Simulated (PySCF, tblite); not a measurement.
# C₆H₇FSSi: geometry, infrared bands and NMR shifts

Aim: predict the infrared bands and NMR shifts of C₆H₇FSSi (`C#C[Si@](F)(C#CC)SC`).

Programs: tblite 0.8.0 and PySCF 2.14.0, with density-fitted response routines of our own. Each step states its level of theory. These are calculated values for one molecule in the gas phase, unless marked as measured. Atoms are numbered from 0 throughout.

### Step 1. Starting geometry

16 atoms, charge 0, multiplicity 1; geometry from: force field or distance geometry start.

Bonds of the start (Å): C0–C1 1.20, C1–Si2 1.84, Si2–F3 1.68, Si2–C4 1.81, C4–C5 1.21, C5–C6 1.48, Si2–S7 2.13, S7–C8 1.82, C0–H9 1.06, C6–H10 1.10, C6–H11 1.12, C6–H12 1.12, C8–H13 1.11, C8–H14 1.12, C8–H15 1.11.

### Step 2. Geometry optimisation with GFN2-xTB

The job: settings as JSON, then the geometry in Å.

```
{"job": {"kind": "relax", "xc": "GFN2-xTB", "basis": "xTB"}, "charge": 0, "multiplicity": 1}
C     -0.657800     3.689800    -0.066800
C     -0.677700     2.627800     0.484500
Si    -0.651300     1.009800     1.366500
F     -0.478200     1.245200     3.020200
C      0.721200     0.032900     0.704500
C      1.648300    -0.602400     0.253900
C      2.802200    -1.356800    -0.272800
S     -2.446000    -0.072300     0.970800
C     -2.219000    -1.438700    -0.203600
H     -0.659100     4.625100    -0.558200
H      2.603000    -1.678500    -1.300800
H      2.970200    -2.223500     0.408300
H      3.716900    -0.708900    -0.225000
H     -1.187900    -1.852700    -0.201800
H     -2.534700    -1.067400    -1.206900
H     -2.957900    -2.220600     0.083400
```

On the command line:

```bash
$ OMP_NUM_THREADS=1 python probes_run.py task.json out
```

This one command runs all jobs of the session in turn.

**Question.** This job is followed by: GFN2-xTB harmonic vibrations, gas phase; GIAO PBE0/pcSseg-1 NMR shielding, non-relativistic, gas phase. What will the session give for the following? strongest single infrared mode (GFN2-xTB); zero-point energy (GFN2-xTB); 13C shifts against TMS (PBE0/pcSseg-1); 1H shifts against TMS (PBE0/pcSseg-1, means over atoms taken as alike); 29Si shifts against TMS (PBE0/pcSseg-1); 19F shifts against CFCl3 (PBE0/pcSseg-1); 33S shifts against CS2 (PBE0/pcSseg-1).

As calculated:

| quantity | value |
| --- | --- |
| strongest single infrared mode (GFN2-xTB) | 2322 cm⁻¹, 296 km/mol |
| zero-point energy (GFN2-xTB) | 67.0 kcal/mol |
| 13C shifts against TMS (PBE0/pcSseg-1) | 113.6, 101.6, 87.2, 83.1, 12.2, 5.6 ppm |
| 1H shifts against TMS (PBE0/pcSseg-1, means over atoms taken as alike) | 2.13, 2.07, 2.04 ppm |
| 29Si shifts against TMS (PBE0/pcSseg-1) | -33.7 ppm |
| 19F shifts against CFCl3 (PBE0/pcSseg-1) | -162.1 ppm |
| 33S shifts against CS2 (PBE0/pcSseg-1) | -141 ppm |

In words: Over 123 steps the energy fell by 0.362 eV; of the close pairs, Si2–F3 changed most, 1.679 to 1.607 Å. No mode is imaginary among the 42: a minimum at this level. The strongest single mode, at 2322 cm⁻¹, moves mainly C5 and C4. GFN2-xTB is a fitted tight-binding method: band positions and strengths are rough. Its intensities can rank the bands wrongly.
